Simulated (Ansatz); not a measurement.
# Na: the cost of one run

All numbers are computed with Ansatz 0.2.0 through its Python package. Level of theory: DFT LDA, plane waves, PAW.

This is Na in the fcc structure; at room conditions it is bcc.

### 1 The structure

Na Fm-3m: It takes space group Fm-3m (No. 225, cubic). The conventional cell has a = 5.390 Å, b = 5.390 Å, c = 5.390 Å, α = 90.00°, β = 90.00°, γ = 90.00°. Na (site symmetry m-3m) has 12 Na at 3.81 Å as nearest neighbours.

Na P6_3/mmc: Symmetry: P6_3/mmc, No. 194, hexagonal system. The conventional cell has a = 3.810 Å, b = 3.810 Å, c = 6.222 Å, α = 90.00°, β = 90.00°, γ = 120.00°. Na (site symmetry -6m2) has 12 Na at 3.81 Å as nearest neighbours.

The script holds or builds the structure itself.

### 2 Script

transition_na.py

```python
"""Enthalpies of two structures of Na under pressure."""

import csv
import warnings

import ansatz as az
import numpy as np


def fcc(first, a):
    return (
        az.Lattice.fcc(a)
        .space_group(225)
        .atom(first, (0, 0, 0))
        .primitive()
    )


def hcp(first, a):
    return (
        az.Lattice.from_parameters(a, a, 1.633 * a, alpha=90, beta=90, gamma=120)
        .space_group(194)
        .atom(first, (1 / 3, 2 / 3, 0.25))
    )


def ground_state(name, crystal, pressure=0.0):
    calc = (
        crystal.calculation()
        .functional("lda")
        .scf(max_iterations=100)
        .mixing("anderson", ndim=6, beta=0.6)
        .initial_density(normalization="atom")
        .basis(530, density_ratio=6)
        .accuracy("medium")
        .kpoints(spacing=0.39)
        .occupations("cold", width=0.05)
    )
    calc = calc.relax(force_tolerance=0.02, cell=True, pressure=pressure)
    return calc.run(threads=1, pin="off")


def volume_per_atom(outcome):
    return abs(np.linalg.det(outcome.lattice.cell_ang)) / len(outcome.lattice.sites)


def main() -> None:
    warnings.simplefilter("ignore", az.DeckWarning)

    phases = {}
    phases["fcc"] = fcc("Na", 5.39)
    phases["hcp"] = hcp("Na", 3.81)

    # H = E + PV, with 1 eV per cubic angstrom equal to 160.2 GPa
    pressures = [0, 15, 30, 45]
    enthalpy, volume = {name: [] for name in phases}, {name: [] for name in phases}
    for p in pressures:
        for name, crystal in phases.items():
            o = ground_state(name, crystal, pressure=p)
            volume[name].append(volume_per_atom(o))
            enthalpy[name].append(o.report["energy_sigma0_ev"] / len(o.lattice.sites) + p * volume[name][-1] / 160.21766)
    gap = np.array(enthalpy["hcp"]) - np.array(enthalpy["fcc"])
    rows = [(p, va, vb, 1000 * d) for p, va, vb, d in zip(pressures, volume["fcc"], volume["hcp"], gap)]
    with open("transition.csv", "w", newline="") as handle:
        writer = csv.writer(handle)
        writer.writerow(["P (GPa)", "V fcc (A^3/atom)", "V hcp (A^3/atom)", "H(hcp) - H(fcc) (meV/atom)"])
        writer.writerows([round(v, 4) if isinstance(v, float) else v for v in row] for row in rows)
    print(open("transition.csv").read())
    crossings = [p0 - g0 * (p1 - p0) / (g1 - g0) for p0, p1, g0, g1 in zip(pressures, pressures[1:], gap, gap[1:]) if g0 * g1 < 0]
    print("crossing near", [round(float(p), 1) for p in crossings], "GPa") if crossings else print("no crossing in this range")


if __name__ == "__main__":
    main()
```

### 3 Launch

Command:

```bash
python transition_na.py
```

**Question.** How long does this script take on 1 thread of AMD EPYC 9R45 (Zen 5), shared host, and how much memory does it need?

About 13 s, with a peak of 0.39 GiB.
